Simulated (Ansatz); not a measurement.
# C2HAlClF: small, medium and large basis sets

One table from this session's results is given with a row withheld; the runs are named, their logs left out.

Computed with Ansatz 0.2.0, Gaussian basis. Level: one geometry, several basis sets.

The runs, in order: PBE0-D4/def2-SVP; ωB97M-V/def2-SVP; PBE0-D4/def2-QZVPP; ωB97M-V/def2-QZVPP; CCSD(T)/cc-pV(D+d)Z; CCSD(T)/cc-pV(T+d)Z; CCSD(T)/cc-pV(Q+d)Z; the functionals' def2-TZVPP values are taken from earlier runs.

## The geometry

All runs share one geometry, relaxed beforehand with PBE0-D4 in a triple-zeta def2 set.

6 atoms, charge 0, spin multiplicity 1.

Atoms are counted from 1 here; the program's logs count them from 0.

Bond lengths: C1–C2 1.208 Å, C1–H6 1.067 Å, C2–Al3 1.878 Å, Al3–F4 1.636 Å, Al3–Cl5 2.072 Å. Angles: C2–C1–H6 180.0°, C1–C2–Al3 179.1°, C2–Al3–F4 120.0°, C2–Al3–Cl5 121.8°, F4–Al3–Cl5 118.1°.

The first run:

Input file in.yaml:

```yaml
crystal:
  periodic: [false, false, false]
  atoms:
    - {symbol: C, position_ang: [0.079239, 0.550260, 1.791593]}
    - {symbol: C, position_ang: [0.021281, 0.146083, 0.654163]}
    - {symbol: Al, position_ang: [-0.061928, -0.456303, -1.122723]}
    - {symbol: F, position_ang: [-0.437778, -2.016680, -1.442055]}
    - {symbol: Cl, position_ang: [0.311390, 0.805284, -2.722941]}
    - {symbol: H, position_ang: [0.129995, 0.907356, 2.795764]}
basis:
  gaussian: {orbitals: def2-SVP}
hamiltonian: {xc: pbe0, dispersion: d4}
output: {orbitals: {seedname: orbitals}}
```

On the command line:

```
$ ansatz run in.yaml --threads 2 --pin off --events-out ev --progress --plain --max-ram 32768MiB --backend cpu
```

Among the steps run: PBE0-D4 in def2-SVP; ωB97M-V in def2-SVP; PBE0-D4 in def2-QZVPP; ωB97M-V in def2-QZVPP.

One table of the session follows, with a row left open; its other results are not shown here.

| functional | basis | HOMO (eV) |
| --- | --- | --- |
| PBE0-D4 | def2-SVP | ? |
| PBE0-D4 | def2-TZVPP | -8.76 |
| PBE0-D4 | def2-QZVPP | -8.77 |
| ωB97M-V | def2-SVP | -10.92 |
| ωB97M-V | def2-TZVPP | -11.02 |
| ωB97M-V | def2-QZVPP | -11.04 |

Estimate the missing values for PBE0-D4, def2-SVP.

As computed: HOMO (eV): -8.69. In the column «HOMO (eV)» it is the highest.
